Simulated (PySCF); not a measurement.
**SnBr4: structure of the singlet**

Where does singlet SnBr4 go from a square planar start, is the end point a minimum, and what are its modes, charges and moments?

Program: PySCF 2.14.0. Level of theory: PBE, basis Sn def2-SVP with ECP28, Br def2-SVP, scalar-relativistic core potentials, no spin–orbit coupling, density fitting. These are calculated values, not measurements.

**1. The starting structure**

5 atoms, charge 0, spin multiplicity 1.

Bond lengths: Sn1–Br2 2.540 Å, Sn1–Br3 2.540 Å, Sn1–Br4 2.540 Å, Sn1–Br5 2.540 Å. Angles: Br2–Sn1–Br3 90.0°, Br2–Sn1–Br4 180.0°, Br2–Sn1–Br5 90.0°, Br3–Sn1–Br4 90.0°, Br3–Sn1–Br5 180.0°, Br4–Sn1–Br5 90.0°.

```xyz
5
charge 0 multiplicity 1
Sn    0.0000    0.0000    0.0000
Br    2.5400    0.0000    0.0000
Br    0.0000    2.5400    0.0000
Br   -2.5400    0.0000    0.0000
Br    0.0000   -2.5400    0.0000
```

**2. Relaxation: square planar start, singlet**

One driver script runs all steps and calls PySCF; scf.py shows how it sets up the SCF of each step. The optimiser is the driver's own. Before each start the driver seeks the lowest SCF state from one or more starting densities and follows internal instabilities, so scf.py alone need not reach the same state.

The program finds D4h symmetry in the start, which this walk keeps. Threshold on the gradient: 0.0003 Eh/bohr, with a further test on the energy change.

Contents of scf.py:

```python
from pyscf import gto, scf, dft
mol = gto.M(atom='''
Sn     0.000000    -0.000000    -0.000000
Br     2.540000     0.000000    -0.000000
Br    -0.000000     2.540000    -0.000000
Br    -2.540000    -0.000000     0.000000
Br     0.000000    -2.540000     0.000000''',
    basis={'Sn': 'def2-SVP', 'Br': 'def2-SVP'},
    ecp={'Sn': 'def2-SVP'},
    charge=0, spin=0)
mf = dft.RKS(mol, xc='PBE')
mf.grids.atom_grid = (50, 194)
aux = {'Sn': 'def2-universal-JKFIT', 'Br': 'def2-universal-JKFIT'}
mf = mf.density_fit(auxbasis=aux)
mf.kernel()
```

The optimiser's trace:

```
step    energy (Eh)  change (kJ/mol)  largest symmetric gradient (Eh/bohr)
   0  -10508.260942             0.00                               0.00191
   1  -10508.260992            -0.13                               0.00087
   2  -10508.261005            -0.17                               0.00002
```

The walk needed 10 s of wall time on 4 threads, shared host.

It settles in D4h symmetry, 0.2 kJ/mol below the start, after 2 steps: Sn–Br 2.549 Å (×4); Br–Sn–Br 90.0° (×4), Br–Sn–Br 180.0° (×2).

**3. Frequencies**

The point is checked on the finer grid, and tightened if its gradient asks for it. The Hessian and the dipole derivatives come from central differences of analytic gradients, with steps of 0.01 bohr.

Edit scf.py of step 2 so:

```diff
@@ -3,5 +3,5 @@
-Sn     0.000000    -0.000000    -0.000000
-Br     2.540000     0.000000    -0.000000
-Br    -0.000000     2.540000    -0.000000
-Br    -2.540000    -0.000000     0.000000
-Br     0.000000    -2.540000     0.000000''',
+Sn    -0.000000     0.000000     0.000000
+Br     2.549516    -0.000000     0.000000
+Br     0.000000     2.549516     0.000000
+Br    -2.549516     0.000000    -0.000000
+Br    -0.000000    -2.549516    -0.000000''',
@@ -12 +12 @@
-mf.grids.atom_grid = (50, 194)
+mf.grids.atom_grid = (75, 302)
```

The driver hands on the density of the step before, so the log starts near convergence.

SCF at the final geometry:

```text
init E= -10508.261353255
  HOMO = -0.245627293112604  LUMO = -0.192528348747542  gap/eV = 1.44490
cycle= 1 E= -10508.2613532545  delta_E= 5.48e-10  |g|= 4e-05  |ddm|= 0.000107
  HOMO = -0.245627326212169  LUMO = -0.192528034522218  gap/eV = 1.44491
cycle= 2 E= -10508.2613532488  delta_E= 5.67e-09  |g|= 0.000125  |ddm|= 0.000334
  HOMO = -0.245627305227527  LUMO = -0.192528201824484  gap/eV = 1.44490
cycle= 3 E= -10508.2613532551  delta_E= -6.29e-09  |g|= 1.13e-06  |ddm|= 0.000253
  HOMO = -0.245627300314303  LUMO = -0.192528245647566  gap/eV = 1.44490
cycle= 4 E= -10508.2613532551  delta_E= 1.46e-11  |g|= 1.04e-07  |ddm|= 1.72e-06
  HOMO = -0.245627302100731  LUMO = -0.192528245818308  gap/eV = 1.44490
Extra cycle  E= -10508.2613532551  delta_E= 5.46e-12  |g|= 1.2e-07  |ddm|= 1.9e-07
converged SCF energy = -10508.2613532551
```

The whole step took 35 s.

Geometry: D4h; Sn–Br 2.550 Å (×4); Br–Sn–Br 90.0° (×4), Br–Sn–Br 180.0° (×2).

Modes, for the most abundant isotopes:

| symmetry | ω (cm⁻¹) | IR (km/mol) | μ (u) | type |
| --- | --- | --- | --- | --- |
| b2u | 50i | 0.0 | 78.92 | bend |
| a2u | 95 | 2.9 | 104.91 | bend |
| eu | 100 | 7.0 | 83.60 | bend |
| b2g | 106 | 0.0 | 78.92 | bend |
| b1g | 172 | 0.0 | 78.92 | stretch |
| a1g | 192 | 0.0 | 78.92 | stretch |
| eu | 262 | 112 | 97.64 | stretch |

1 mode is imaginary, the largest at 50i cm⁻¹: a saddle point, not a minimum.

Constants and moments:

| Property | Result |
| --- | --- |
| Dipole moment | 0.00 D |
| Highest occupied level | -6.68 eV |
| Lowest empty level | -5.24 eV |
| Rotational constants | 0.01643, 0.01643, 0.008216 cm⁻¹ |
| Zero-point energy (real modes) | 7.7 kJ/mol |
| Principal polarisabilities | 58.2, 140.1, 140.1 bohr³ |
| Atomisation energy without zero-point energy | 1019 kJ/mol |
| Principal traceless quadrupole moments about the centre of mass | -3.00, -3.00, 6.01 D Å |

Populations by atom (charges in e):

```tsv
atom	Mulliken	Löwdin	polar tensor	Mayer order to Sn1
Sn1	0.69	0.17	1.66	–
Br2,3,4,5	-0.17	-0.04	-0.41	0.95
```

Mulliken populations on Sn1 (outside its core potential): s 3.43, p 7.53, d 10.35.

**4. Downhill along the imaginary mode**

The atoms are moved a little along the softest imaginary mode and relaxed again.

The program finds D2d symmetry in the start, which this walk keeps. Threshold on the gradient: 0.0003 Eh/bohr, with a further test on the energy change.

Edit scf.py of step 3 so:

```diff
@@ -3,5 +3,5 @@
-Sn    -0.000000     0.000000     0.000000
-Br     2.549516    -0.000000     0.000000
-Br     0.000000     2.549516     0.000000
-Br    -2.549516     0.000000    -0.000000
-Br    -0.000000    -2.549516    -0.000000''',
+Sn    -0.000000     0.000000    -0.000000
+Br     2.549516     0.000000     0.250000
+Br    -0.000000     2.549516    -0.250000
+Br    -2.549516    -0.000000     0.250000
+Br     0.000000    -2.549516    -0.250000''',
@@ -12 +12 @@
-mf.grids.atom_grid = (75, 302)
+mf.grids.atom_grid = (50, 194)
```

The optimiser's trace:

```
step    energy (Eh)  change (kJ/mol)  largest symmetric gradient (Eh/bohr)
   0  -10508.264224             0.00                               0.00340
   1  -10508.267285            -8.04                               0.00407
   2  -10508.271776           -19.83                               0.00485
   3  -10508.277655           -35.26                               0.00605
   4  -10508.284039           -52.02                               0.00857
   5  -10508.295204           -81.34                               0.01186
   6  -10508.304675          -106.20                               0.00910
   7  -10508.310387          -121.20                               0.00335
   8  -10508.312552          -126.89                               0.00391
   9  -10508.312961          -127.96                               0.00033
  10  -10508.312966          -127.97                               0.00001
```

The walk took 43 s.

It settles in D2d symmetry, 128.0 kJ/mol below the start, after 10 steps: Sn–Br 2.496 Å (×4); Br–Sn–Br 108.9° (×2), Br–Sn–Br 109.7° (×4).

**5. Is it a minimum? Harmonic modes**

As before: finer grid, then central differences.

Edit scf.py of step 4 so:

```diff
@@ -3,5 +3,5 @@
-Sn    -0.000000     0.000000    -0.000000
-Br     2.549516     0.000000     0.250000
-Br    -0.000000     2.549516    -0.250000
-Br    -2.549516    -0.000000     0.250000
-Br     0.000000    -2.549516    -0.250000''',
+Sn    -0.000000    -0.000000    -0.000000
+Br     2.037290     0.001416     1.443584
+Br     0.002543     2.036163    -1.445171
+Br    -2.040121     0.003663     1.439576
+Br     0.000288    -2.041243    -1.437990''',
@@ -12 +12 @@
-mf.grids.atom_grid = (50, 194)
+mf.grids.atom_grid = (75, 302)
```

SCF at the final geometry:

```text
init E= -10508.3134939745
  HOMO = -0.27365646902327  LUMO = -0.166566457565963  gap/eV = 2.91407
cycle= 1 E= -10508.3134939745  delta_E=    0  |g|= 1.15e-06  |ddm|= 2.88e-06
  HOMO = -0.27365645097192  LUMO = -0.166566312990007  gap/eV = 2.91407
Extra cycle  E= -10508.3134939745  delta_E= -7.28e-12  |g|= 2.32e-06  |ddm|= 5.33e-06
converged SCF energy = -10508.3134939745
```

The whole step took 29 s.

Geometry: Td; Sn–Br 2.497 Å (×4); Br–Sn–Br 109.5° (×6).

Harmonic modes (main isotopes):

```json
{"symmetry": "t2", "ω (cm⁻¹)": "76", "IR (km/mol)": "8.5", "type": "bend"}
{"symmetry": "e", "ω (cm⁻¹)": "82", "IR (km/mol)": "0.0", "type": "bend"}
{"symmetry": "a1", "ω (cm⁻¹)": "201", "IR (km/mol)": "0.0", "type": "stretch"}
{"symmetry": "t2", "ω (cm⁻¹)": "265", "IR (km/mol)": "117", "type": "stretch"}
```

No imaginary mode, so this is a minimum.

Properties at this point:

- Dipole moment: 0.00 D
- Highest occupied level: -7.45 eV
- Lowest empty level: -4.53 eV
- Rotational constants: 0.01285, 0.01285, 0.01285 cm⁻¹
- Zero-point energy: 8.3 kJ/mol
- Principal polarisabilities: 106.4, 106.4, 106.4 bohr³
- Atomisation energy without zero-point energy: 1156 kJ/mol
- Principal traceless quadrupole moments about the centre of mass: 0.00, 0.00, 0.00 D Å
- Entropy at 298.15 K and 1 bar: 413.5 J/(mol K)
- Heat capacity Cp at 298.15 K: 103.8 J/(mol K)
- Enthalpy at 298.15 K above 0 K: 25.25 kJ/mol
- Rotational symmetry number: 12

Populations by atom (charges in e):

| atom | Mulliken | Löwdin | polar tensor | Mayer order to Sn1 |
| --- | --- | --- | --- | --- |
| Sn1 | 0.67 | 0.10 | 1.81 | – |
| Br2,3,4,5 | -0.17 | -0.03 | -0.45 | 1.03 |

Outer orbital energies (eV). occupied: -7.87, -7.87, -7.80, -7.80, -7.80, -7.45, -7.45, -7.45; empty: -4.53, -1.36, -1.36, -1.36.

Mulliken populations on Sn1 (outside its core potential): s 3.24, p 7.76, d 10.33.

**6. The points found, side by side**

| spin | group | bonds | imaginary modes (cm⁻¹) | ΔE (kJ/mol) | with zero-point energy |
| --- | --- | --- | --- | --- | --- |
| singlet | Td | Sn–Br 2.497 Å (×4) | none | 0.0 | 0.0 |
| singlet | D4h | Sn–Br 2.550 Å (×4) | 50i | 136.9 | – |

**7. What came out**

```
                                 quantity                                     value
                                  minimum                               singlet, Td
                                 geometry  Sn–Br 2.497 Å (×4); Br–Sn–Br 109.5° (×6)
                       wavenumbers (cm⁻¹)       76 (t2), 82 (e), 201 (a1), 265 (t2)
                            dipole moment                                    0.00 D
     highest occupied, lowest empty level                           -7.45, -4.53 eV
               polar-tensor charge of Sn1                                   +1.81 e
                        zero-point energy                                8.3 kJ/mol
                      entropy at 298.15 K                           413.5 J/(mol K)
atomisation energy (no zero-point energy)                               1156 kJ/mol
```

**Reading.** The square planar start (D4h) ends in a minimum of Td symmetry, after a first stop at a saddle point 136.9 kJ/mol higher, from which it was pushed off along an imaginary mode. In the infrared the band at 265 cm⁻¹ (t2, stretch) leads. The dipole vanishes although Sn1 carries +1.8 e by the polar tensor: the bond dipoles cancel. Only this shape and spin were tried, so other structures or states may lie lower. Take wavenumbers under 90 cm⁻¹ as rough.

The search up to here needed 2 min of wall time on 4 threads, shared host.
